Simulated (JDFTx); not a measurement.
# FC2IH2 in JDFTx: single point with LDA

Aim: the single point of FC2IH2 with LDA.

Everything below comes from runs of JDFTx 1.7.0 (patched build). Logs are shortened: lines on timing, memory, paths and dates and some standing lists are left out, and cuts for length are marked. The log counts tension as positive stress, the text compression.

### 1 The structure

The cell holds a molecule in a box, 6 atoms: a = 12.000 Å, b = 11.000 Å, c = 13.000 Å, α = 90.00°, β = 90.00°, γ = 90.00°.

### 2 Single point, LDA

Input file H2C2IF.in:

```
lattice \
   22.6767134955     0.0000000000     0.0000000000 \
    0.0000000000    20.7869873709     0.0000000000 \
    0.0000000000     0.0000000000    24.5664396201
coords-type Cartesian
ion F      9.0559455344     9.3613251817     9.3840964382 1
ion C     10.0540989490     9.8991412934    11.6368389513 1
ion C     12.4173902893    10.6652363589    11.8409293161 1
ion I     13.9909653089    11.5050306486    15.3108445773 1
ion H      8.7348811414     9.6351465538    13.1799894370 1
ion H     13.6398542705    10.8908695448    10.2193553853 1

ion-species pseudo/F.upf
ion-species pseudo/C.upf
ion-species pseudo/I.upf
ion-species pseudo/H.upf
elec-cutoff 42
elec-ex-corr lda-PW
kpoint 0.5 0.5 0.5 1
kpoint-folding 1 1 1
elec-n-bands 12
electronic-minimize nIterations 100 energyDiffThreshold 1e-06
elec-eigen-algo CG
coulomb-interaction Isolated
coulomb-truncation-embed 11.362923 10.433178 12.347471
core-overlap-check none
forces-output-coords Cartesian

dump-name run.$VAR
dump End Ecomponents EigStats BandEigs Kpoints Forces Dipole
```

Potentials or basis: PseudoDojo-SR-LDA-0.4.1-standard with smoothed tails.

On the command line:

```bash
$ jdftx -c 1 -i H2C2IF.in -o H2C2IF.out
```

Log:

```text
*************** JDFTx 1.7.0 (patched build) ***************

Input parsed successfully to the following command list (including defaults):

basis kpoint-dependent
coords-type Cartesian
core-overlap-check none
coulomb-interaction Isolated
coulomb-truncation-embed 11.3629 10.4332 12.3475
davidson-band-ratio 1.1
dump End Forces BandEigs EigStats Ecomponents Dipole Kpoints
dump-name run.$VAR
elec-cutoff 42
elec-eigen-algo CG
elec-ex-corr lda-PW
elec-n-bands 12 1
electronic-minimize  \
	dirUpdateScheme      FletcherReeves \
	linminMethod         DirUpdateRecommended \
	nIterations          100 \
	history              15 \
	knormThreshold       0 \
	maxThreshold         no \
	energyDiffThreshold  1e-06 \
	nEnergyDiff          2 \
	convergeAll          no \
	alphaTstart          1 \
	alphaTmin            1e-10 \
	updateTestStepSize   yes \
	alphaTreduceFactor   0.1 \
	alphaTincreaseFactor 3 \
	nAlphaAdjustMax      3 \
	wolfeEnergy          0.0001 \
	wolfeGradient        0.9 \
	abortOnFailedStep    no \
	fdTest               no
exchange-regularization None
fluid None
fluid-ex-corr lda-TF lda-PZ
fluid-gummel-loop 10 1.000000e-05
fluid-minimize  \
	dirUpdateScheme      PolakRibiere \
	linminMethod         DirUpdateRecommended \
	nIterations          100 \
	history              15 \
	knormThreshold       0 \
	maxThreshold         no \
	energyDiffThreshold  0 \
	nEnergyDiff          2 \
	convergeAll          no \
	alphaTstart          1 \
	alphaTmin            1e-10 \
	updateTestStepSize   yes \
	alphaTreduceFactor   0.1 \
	alphaTincreaseFactor 3 \
	nAlphaAdjustMax      3 \
	wolfeEnergy          0.0001 \
	wolfeGradient        0.9 \
	abortOnFailedStep    no \
	fdTest               no
fluid-solvent H2O 55.338 ScalarEOS \
	epsBulk 78.4 \
	pMol 0.92466 \
	epsInf 1.77 \
	Pvap 1.06736e-10 \
	sigmaBulk 4.62e-05 \
	Rvdw 2.61727 \
	Res 1.42 \
	tauNuc 343133 \
	poleEl 15 7 1
forces-output-coords Cartesian
ion F   9.055945534400001   9.361325181700000   9.384096438200000 1
ion C  10.054098949000000   9.899141293400000  11.636838951300000 1
ion C  12.417390289300000  10.665236358900000  11.840929316100000 1
ion I  13.990965308900000  11.505030648600000  15.310844577299997 1
ion H   8.734881141400001   9.635146553799999  13.179989437000000 1
ion H  13.639854270500003  10.890869544799999  10.219355385300000 1
ion-species pseudo/F.upf
ion-species pseudo/C.upf
ion-species pseudo/I.upf
ion-species pseudo/H.upf
ion-width 0
ionic-minimize  \
	dirUpdateScheme      L-BFGS \
	linminMethod         DirUpdateRecommended \
	nIterations          0 \
	history              15 \
	knormThreshold       0.0001 \
	maxThreshold         no \
	energyDiffThreshold  1e-06 \
	nEnergyDiff          2 \
	convergeAll          no \
	alphaTstart          1 \
	alphaTmin            1e-10 \
	updateTestStepSize   yes \
	alphaTreduceFactor   0.1 \
	alphaTincreaseFactor 3 \
	nAlphaAdjustMax      3 \
	wolfeEnergy          0.0001 \
	wolfeGradient        0.9 \
	abortOnFailedStep    no \
	fdTest               no
kpoint   0.500000000000   0.500000000000   0.500000000000  1.00000000000000
kpoint-folding 1 1 1
latt-move-scale 1 1 1
latt-scale 1 1 1
lattice  \
	  22.676713495500000    0.000000000000000    0.000000000000000  \
	   0.000000000000000   20.786987370900000    0.000000000000000  \
	   0.000000000000000    0.000000000000000   24.566439620099999
lattice-minimize  \
	dirUpdateScheme      L-BFGS \
	linminMethod         DirUpdateRecommended \
	nIterations          0 \
	history              15 \
	knormThreshold       0 \
	maxThreshold         no \
	energyDiffThreshold  1e-06 \
	nEnergyDiff          2 \
	convergeAll          no \
	alphaTstart          1 \
	alphaTmin            1e-10 \
	updateTestStepSize   yes \
	alphaTreduceFactor   0.1 \
	alphaTincreaseFactor 3 \
	nAlphaAdjustMax      3 \
	wolfeEnergy          0.0001 \
	wolfeGradient        0.9 \
	abortOnFailedStep    no \
	fdTest               no
lcao-params -1 1e-06 0.001
pcm-variant GLSSA13
perturb-minimize  \
	nIterations            0 \
	algorithm              MINRES \
	residualTol            0.0001 \
	residualDiffThreshold  0.0001 \
	CGBypass               no \
	recomputeResidual      no
spintype no-spin
subspace-rotation-factor 1 yes
symmetries automatic
symmetry-threshold 0.0001

---------- Setting up symmetries ----------

Found 8 point-group symmetries of the bravais lattice
Found 1 space-group symmetries with basis
Applied RMS atom displacement 0 bohrs to make symmetries exact.

---------- Initializing the Grid ----------
R =
[      22.6767            0            0  ]
[            0       20.787            0  ]
[            0            0      24.5664  ]
unit cell volume = 11580.1
G =
[   0.277077          0          0  ]
[          0   0.302265          0  ]
[          0          0   0.255763  ]
Minimum fftbox size, Smin = [  136  124  144  ]
Chosen fftbox size, S = [  140  126  144  ]

---------- Exchange Correlation functional ----------
Initalized Slater LDA exchange.
Initalized Perdew-Wang LDA correlation.

---------- Setting up pseudopotentials ----------
Width of ionic core gaussian charges (only for fluid interactions / plotting) set to 0

Reading pseudopotential file 'pseudo/F.upf':
  'F' pseudopotential, 'SLA  PW   NOGX NOGC' functional
  Generated using ONCVPSP code by D. R. Hamann
  7 valence electrons, 2 orbitals, 5 projectors, 824 radial grid points, with lMax = 2
    2S    l: 0   occupation:  2.0   eigenvalue: -1.089583
    2P    l: 1   occupation:  5.0   eigenvalue: -0.415093
  Core radius for overlap checks: 1.56 bohrs.

Reading pseudopotential file 'pseudo/C.upf':
  'C' pseudopotential, 'SLA  PW   NOGX NOGC' functional
  Generated using ONCVPSP code by D. R. Hamann
  4 valence electrons, 2 orbitals, 4 projectors, 1001 radial grid points, with lMax = 1
    2S    l: 0   occupation:  2.0   eigenvalue: -0.501235
    2P    l: 1   occupation:  2.0   eigenvalue: -0.199029
  Core radius for overlap checks: 1.21 bohrs.

Reading pseudopotential file 'pseudo/I.upf':
  'I' pseudopotential, 'SLA  PW   NOGX NOGC' functional
  Generated using ONCVPSP code by D. R. Hamann
  7 valence electrons, 2 orbitals, 6 projectors, 1001 radial grid points, with lMax = 2
    5S    l: 0   occupation:  2.0   eigenvalue: -0.648701
    5P    l: 1   occupation:  5.0   eigenvalue: -0.266021
  Core radius for overlap checks: 2.24 bohrs.

Reading pseudopotential file 'pseudo/H.upf':
  'H' pseudopotential, 'SLA  PW   NOGX NOGC' functional
  Generated using ONCVPSP code by D. R. Hamann
  1 valence electrons, 1 orbitals, 3 projectors, 1001 radial grid points, with lMax = 1
    1S    l: 0   occupation:  1.0   eigenvalue: -0.233459
  Core radius for overlap checks: 0.96 bohrs.

Initialized 4 species with 6 total atoms.

Folded 1 k-points by 1x1x1 to 1 k-points.

---------- Setting up k-points, bands, fillings ----------
No reducable k-points.
Computing the number of bands and number of electrons
Calculating initial fillings.
nElectrons:  24.000000   nBands: 12   nStates: 1

----- Setting up reduced wavefunction bases (one per k-point) -----
average nbasis = 150536.000 , ideal nbasis = 150550.367

---------- Setting up coulomb interaction ----------
Setting up double-sized grid for truncated Coulomb potentials:
R =
[      45.3534            0            0  ]
[            0       41.574            0  ]
[            0            0      49.1329  ]
unit cell volume = 92641.1
G =
[   0.138538          0          0  ]
[          0   0.151133          0  ]
[          0          0   0.127881  ]
Chosen fftbox size, S = [  280  252  288  ]
Integer grid location selected as the embedding center:
   Grid: [  70  63  72  ]
   Lattice: [  0.501083  0.501909  0.502615  ]
   Cartesian: [  11.3629  10.4332  12.3475  ]
Constructing Wigner-Seitz cell: 6 faces (6 quadrilaterals, 0 hexagons)
Range-separation parameter for embedded mesh potentials due to point charges: 0.521075 bohrs.
Constructing Wigner-Seitz cell: 6 faces (6 quadrilaterals, 0 hexagons)
Gaussian width for range separation: 2.19031 bohrs.
FFT grid for long-range part: [ 280 252 288 ].
Planning fourier transform ... Done.
Computing truncated long-range part in real space ... Done.
Adding short-range part in reciprocal space ... Done.

---------- Allocating electronic variables ----------
Initializing wave functions:  linear combination of atomic orbitals
F pseudo-atom occupations:   s ( 2 )  p ( 5 )
C pseudo-atom occupations:   s ( 2 )  p ( 2 )
I pseudo-atom occupations:   s ( 2 )  p ( 5 )
H pseudo-atom occupations:   s ( 1 )
	FillingsUpdate:  mu: -0.124425799  nElectrons: 24.000000
LCAOMinimize: Iter:   0  Etot: -47.9630245808072715  |grad|_K:  1.936e-02  alpha:  1.000e+00
	FillingsUpdate:  mu: -0.160404621  nElectrons: 24.000000
LCAOMinimize: Iter:   1  Etot: -47.9877487836102432  |grad|_K:  5.694e-03  alpha:  3.625e-01  linmin:  4.450e-03  cgtest: -5.418e-02
	FillingsUpdate:  mu: -0.162197533  nElectrons: 24.000000
LCAOMinimize: Iter:   2  Etot: -47.9899983242944757  |grad|_K:  1.859e-03  alpha:  3.898e-01  linmin:  8.240e-02  cgtest: -1.317e-01
	FillingsUpdate:  mu: -0.159296582  nElectrons: 24.000000
LCAOMinimize: Iter:   3  Etot: -47.9903406623384541  |grad|_K:  7.941e-04  alpha:  6.256e-01  linmin:  1.069e-02  cgtest:  3.757e-01
LCAOMinimize: None of the convergence criteria satisfied after 3 iterations.

-------- Electronic minimization -----------
ElecMinimize: Iter:   0  Etot: -47.990340662338596  |grad|_K:  5.007e-04  alpha:  1.000e+00
ElecMinimize: Iter:   1  Etot: -48.257190892332375  |grad|_K:  2.202e-04  alpha:  5.946e-01  linmin: -5.544e-03
ElecMinimize: Iter:   2  Etot: -48.304315160847231  |grad|_K:  1.260e-04  alpha:  5.365e-01  linmin: -3.558e-04
ElecMinimize: Iter:   3  Etot: -48.321690245825884  |grad|_K:  6.295e-05  alpha:  6.058e-01  linmin:  1.832e-03
ElecMinimize: Iter:   4  Etot: -48.327197771032580  |grad|_K:  3.693e-05  alpha:  7.705e-01  linmin:  4.412e-04
ElecMinimize: Iter:   5  Etot: -48.328589189654991  |grad|_K:  2.364e-05  alpha:  5.649e-01  linmin: -5.653e-05
ElecMinimize: Iter:   6  Etot: -48.329230297090987  |grad|_K:  1.386e-05  alpha:  6.348e-01  linmin:  4.159e-05
ElecMinimize: Iter:   7  Etot: -48.329485951853826  |grad|_K:  9.159e-06  alpha:  7.364e-01  linmin:  1.161e-04
ElecMinimize: Iter:   8  Etot: -48.329588867560069  |grad|_K:  6.678e-06  alpha:  6.792e-01  linmin:  1.254e-05
ElecMinimize: Iter:   9  Etot: -48.329646629451304  |grad|_K:  4.321e-06  alpha:  7.170e-01  linmin:  1.008e-05
ElecMinimize: Iter:  10  Etot: -48.329672664983306  |grad|_K:  3.017e-06  alpha:  7.720e-01  linmin: -2.584e-05
ElecMinimize: Iter:  11  Etot: -48.329684474610026  |grad|_K:  2.168e-06  alpha:  7.181e-01  linmin: -2.435e-05
ElecMinimize: Iter:  12  Etot: -48.329689895485672  |grad|_K:  1.515e-06  alpha:  6.383e-01  linmin: -8.969e-06
ElecMinimize: Iter:  13  Etot: -48.329692662393846  |grad|_K:  1.054e-06  alpha:  6.675e-01  linmin: -8.005e-06
ElecMinimize: Iter:  14  Etot: -48.329693835648669  |grad|_K:  6.810e-07  alpha:  5.848e-01  linmin:  3.637e-06
ElecMinimize: Iter:  15  Etot: -48.329694369762812  |grad|_K:  4.014e-07  alpha:  6.375e-01  linmin:  1.035e-05
ElecMinimize: Iter:  16  Etot: -48.329694571210098  |grad|_K:  2.410e-07  alpha:  6.921e-01  linmin: -2.075e-06
ElecMinimize: Converged (|Delta Etot|<1.000000e-06 for 2 iters).
Setting wave functions to eigenvectors of Hamiltonian

# Ionic positions in cartesian coordinates:
ion F   9.055945534400001   9.361325181700000   9.384096438200000 1
ion C  10.054098949000000   9.899141293400000  11.636838951300000 1
ion C  12.417390289300000  10.665236358900000  11.840929316100000 1
ion I  13.990965308900000  11.505030648600000  15.310844577299997 1
ion H   8.734881141400001   9.635146553799999  13.179989437000000 1
ion H  13.639854270500003  10.890869544799999  10.219355385300000 1

# Forces in Cartesian coordinates:
force F   0.000966942752741   0.000314267209413   0.000063924095581 1
force C  -0.000684689329444  -0.000625022804277  -0.004058737223259 1
force C   0.001364865449271   0.000942030125681   0.005099431123207 1
force I  -0.001210109988388  -0.000576966760070  -0.001930062150685 1
force H  -0.004657145875381  -0.000935992061847   0.005369954670260 1
force H   0.004171695137605   0.000850474637384  -0.004707233417062 1

# Energy components:
   Eewald =       54.0877206900895686
       EH =       93.4304344248478742
     Eloc =     -211.2503016524690622
      Enl =       -1.4686460696809416
      Exc =      -14.1820231313569760
 Exc_core =        2.3912234927557412
       KE =       28.6618976746037042
-------------------------------------
     Etot =      -48.3296945712100978

IonicMinimize: Iter:   0  Etot: -48.329694571210098  |grad|_K:  2.832e-03
IonicMinimize: None of the convergence criteria satisfied after 0 iterations.

#--- Lowdin population analysis ---
# oxidation-state F -0.213
# oxidation-state C +0.189 -0.343
# oxidation-state I +0.160
# oxidation-state H +0.228 +0.249

Dumping 'run.eigStats' ...
	eMin: -1.144466 at state 0 ( [ +0.500000 +0.500000 +0.500000 ] spin 0 )
	HOMO: -0.226333 at state 0 ( [ +0.500000 +0.500000 +0.500000 ] spin 0 )
	mu  : unavailable
	LUMO: unavailable
	eMax: -0.226333 at state 0 ( [ +0.500000 +0.500000 +0.500000 ] spin 0 )
	HOMO-LUMO gap: unavailable
	Optical gap  : unavailable
Done!
[note: without smearing the FillingsUpdate lines are those of the first guess, not of the final state]
```

Wall time 2.2 min (1 thread of Arm Neoverse V2, shared host); peak memory 1.1 GiB.

What came out:

```yaml
Free_energy: -1315.1180 eV
Largest_force: 0.369 eV/Å
Loewdin_charges: F -0.21; C +0.19, -0.34; I +0.16; H +0.23, +0.25 e
```

Forces on the atoms (eV/Å):
```
F    0.050  0.016  0.003
C   -0.035 -0.032 -0.209
C    0.070  0.048  0.262
I   -0.062 -0.030 -0.099
H   -0.239 -0.048  0.276
H    0.215  0.044 -0.242
```
